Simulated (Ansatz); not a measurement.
# C₃H₃FOSe: a ladder of functionals and wavefunction methods

The task here is to estimate one member of a computed series from the others.

Program: Ansatz 0.2.0, Gaussian basis. Level of theory: functionals in def2-TZVPP, the program's frozen cores in correlated methods. These are calculated values, not measurements.

The runs, in order: PBE-D4, r2SCAN-D4, PBE0-D4, B3LYP-D4, ωB97X-V, ωB97M-V, B2PLYP; CCSD(T)/def2-TZVPP; MP2/def2-QZVPP; extrapolation to the limit.

### The relaxed structure

All runs share one geometry, relaxed beforehand with PBE0-D4 in a triple-zeta def2 set.

SMILES `F/C([SeH])=C1/CO1`, 9 atoms, charge 0, spin multiplicity 1.

Atoms are counted from 1 here; the program's logs count them from 0.

Bond lengths: F1–C2 1.343 Å, C2–Se3 1.883 Å, C2–C4 1.317 Å, Se3–H7 1.474 Å, C4–C5 1.423 Å, C4–O6 1.344 Å, C5–O6 1.466 Å, C5–H8 1.086 Å, C5–H9 1.086 Å. Angles: F1–C2–Se3 117.7°, F1–C2–C4 120.1°, Se3–C2–C4 122.1°, C2–Se3–H7 95.9°, C2–C4–C5 156.0°, C2–C4–O6 140.0°, C5–C4–O6 63.9°, C4–C5–O6 55.4°, C4–C5–H8 119.9°, C4–C5–H9 120.0°, O6–C5–H8 114.4°, O6–C5–H9 114.3°, H8–C5–H9 117.0°, C4–O6–C5 60.6°.

Set-up of the first run:

in.yaml

```yaml
crystal:
  periodic: [false, false, false]
  atoms:
    - {symbol: F, position_ang: [-0.711855, -2.032669, 0.840006]}
    - {symbol: C, position_ang: [-0.016849, -1.097926, 0.172038]}
    - {symbol: Se, position_ang: [1.540524, -1.645069, -0.733365]}
    - {symbol: C, position_ang: [-0.478292, 0.132598, 0.088185]}
    - {symbol: C, position_ang: [-0.465748, 1.502363, -0.295613]}
    - {symbol: O, position_ang: [-1.536525, 0.864909, 0.476485]}
    - {symbol: H, position_ang: [2.378820, -1.771908, 0.472625]}
    - {symbol: H, position_ang: [0.128132, 2.215975, 0.267016]}
    - {symbol: H, position_ang: [-0.749610, 1.785429, -1.304378]}
basis:
  gaussian: {orbitals: def2-TZVPP}
hamiltonian: {xc: pbe, dispersion: d4}
output: {forces: true, orbitals: {seedname: orbitals}}
```

The run is started by

```console
> ansatz run in.yaml --threads 4 --pin off --events-out ev --progress --plain --max-ram 10444MiB
```

Among the steps run: PBE-D4 (GGA); r2SCAN-D4 (meta-GGA); PBE0-D4 (hybrid); B3LYP-D4 (hybrid); ωB97X-V (range-separated); ωB97M-V (range-separated); B2PLYP (double hybrid); CCSD(T) in def2-TZVPP; MP2 in def2-QZVPP.

One of the session's tables, all rows but one given; the rest of the session is left out.

| method | atomisation energy (kJ/mol) |
| --- | --- |
| PBE-D4 | 3708.5 |
| r2SCAN-D4 | 3551.6 |
| PBE0-D4 | 3564.2 |
| B3LYP-D4 | ? |
| ωB97X-V | 3525.7 |
| ωB97M-V | 3518.6 |
| B2PLYP | 3468.9 |
| HF/def2-TZVPP | 2287.2 |
| MP2/def2-TZVPP | 3527.5 |
| CCSD/def2-TZVPP | 3305.4 |
| CCSD(T)/def2-TZVPP | 3396.6 |
| MP2/CBS | 3635.2 |
| CCSD(T)/CBS | 3504.4 |

Q: Estimate the row for B3LYP-D4 from the others.

**Answer.** atomisation energy (kJ/mol): 3504.9. In the column «atomisation energy (kJ/mol)» it lies between CCSD(T)/CBS (3504.4) and ωB97M-V (3518.6).

Caveats from the session: Free atoms (1 F, 3 C, 1 Se, 1 O, 3 H) were run apart at each level; the atomisation energy is their sum less the molecule, without zero-point or spin-orbit terms.
